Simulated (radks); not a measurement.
# Valence configurations of B

Aim: which of several valence configurations of B lies lowest at this level, and whether it is the one NIST lists ([He] 2s2 2p1).

Program: radks (a radial shooting solver on a logarithmic mesh, Libxc functionals) version 1. Level of theory: scalar-relativistic Kohn-Sham, LDA (Slater exchange, Perdew-Wang correlation), spin-unpolarised, spherical densities, point nucleus. These are calculated values, not measurements, unless marked.

### Step 1. The system

* element: boron (Z = 5)
* charge: 0
* electrons: 5
* configuration: [He] 2s2 2p1
* others tried: 2s1 2p2; 2p3; 2s1.5 2p1.5; 2s0.5 2p2.5

The outer shells:

B
```
[He] core
2s [↑↓]
2p [↑ ][  ][  ]
```

### Step 2. [He] 2s2 2p1

Input:

```text
Z 5
configuration [He] 2s2 2p1
relativity scalar-relativistic
functional lda,pw
spin unpolarised
nucleus point
c 137.035999084
```

### Step 3. [He] 2s1 2p2

Input:

```text
Z 5
configuration [He] 2s1 2p2
relativity scalar-relativistic
functional lda,pw
spin unpolarised
nucleus point
c 137.035999084
```

### Step 4. [He] 2p3

Input:

```text
Z 5
configuration [He] 2p3
relativity scalar-relativistic
functional lda,pw
spin unpolarised
nucleus point
c 137.035999084
```

### Step 5. [He] 2s1.5 2p1.5

Input:

```text
Z 5
configuration [He] 2s1.5 2p1.5
relativity scalar-relativistic
functional lda,pw
spin unpolarised
nucleus point
c 137.035999084
```

### Step 6. [He] 2s0.5 2p2.5

Input:

```text
Z 5
configuration [He] 2s0.5 2p2.5
relativity scalar-relativistic
functional lda,pw
spin unpolarised
nucleus point
c 137.035999084
```

Before running it: what results should come out? Wanted: for each run, valence; E − E(NIST configuration); highest level; its energy; 1s shift.

**Answer**, as computed:

```csv
valence,E − E(NIST configuration) (eV),highest level,its energy (eV),1s shift (eV)
2s2 2p1,0.000,2p,-3.715,+0.00
2s1.5 2p1.5,2.838,2p,-3.941,-0.53
2s1 2p2,5.685,2p,-4.146,-1.02
2s0.5 2p2.5,8.539,2p,-4.335,-1.48
2p3,11.399,2p,-4.510,-1.92
```

In words: Theory agrees with NIST among these: the next, 2s1.5 2p1.5, lies 2.838 eV higher. The energies are those of spherical spin-averaged densities, not of single terms. The 1s eigenvalue shifts by up to 1.92 eV as the valence charge is rearranged.
